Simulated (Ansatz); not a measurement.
# AlH5O3Si: the cost of one run

All numbers below are computed with Ansatz 0.2.0 (RKS PBE-D4/def2-SVP).

## 1. The starting structure

Bond lengths: Al1–O2 1.780 Å, O2–Si3 1.680 Å, Si3–H4 1.460 Å, Si3–H5 1.460 Å, Si3–H6 1.460 Å, Al1–O7 1.780 Å, O7–H8 1.010 Å, Al1–O9 1.780 Å, O9–H10 1.010 Å. Angles: Al1–O2–Si3 125.0°, O2–Al1–O7 120.0°, O2–Al1–O9 120.0°, O7–Al1–O9 120.0°, O2–Si3–H4 109.5°, O2–Si3–H5 109.5°, O2–Si3–H6 109.5°, H4–Si3–H5 109.4°, H4–Si3–H6 109.4°, H5–Si3–H6 109.4°, Al1–O7–H8 109.5°, Al1–O9–H10 109.5°.

As a file:

```xyz
10

Al    0.0000    0.0000    0.0000
O     0.0000    0.0000    1.7800
Si   -1.3147   -0.4067    2.7436
H    -2.2390   -1.2403    1.9804
H    -0.8506   -1.1432    3.9157
H    -1.9987    0.8095    3.1733
O     1.5415    0.0000   -0.8900
H     1.8414   -0.9519   -1.0449
O    -1.5415    0.0000   -0.8900
H    -2.0512   -0.8467   -0.6815
```

## 2. Relaxing the start

File input.yaml:

```yaml
crystal:
  periodic: [false, false, false]
  atoms:
    - { symbol: Al, position_ang: [0.0, 0.0, 0.0] }
    - { symbol: O, position_ang: [0.0, 0.0, 1.78] }
    - { symbol: Si, position_ang: [-1.3147, -0.4067, 2.7436] }
    - { symbol: H, position_ang: [-2.239, -1.2403, 1.9804] }
    - { symbol: H, position_ang: [-0.8506, -1.1432, 3.9157] }
    - { symbol: H, position_ang: [-1.9987, 0.8095, 3.1733] }
    - { symbol: O, position_ang: [1.5415, 0.0, -0.89] }
    - { symbol: H, position_ang: [1.8414, -0.9519, -1.0449] }
    - { symbol: O, position_ang: [-1.5415, 0.0, -0.89] }
    - { symbol: H, position_ang: [-2.0512, -0.8467, -0.6815] }
basis:
  gaussian: { orbitals: def2-SVP }
hamiltonian:
  xc: pbe
  dispersion: d4
relax:
  f_tol: 0.02
  max_steps: 40
```

Started as:

```sh
$ ansatz run input.yaml --threads 2 --pin off --max-ram 3072MiB --backend cpu --events-out ev --progress --plain --runs-dir out
```

What time and memory should one allow on 2 threads of Arm Neoverse V2, shared host?

About 38 s, with a peak of 0.14 GiB.
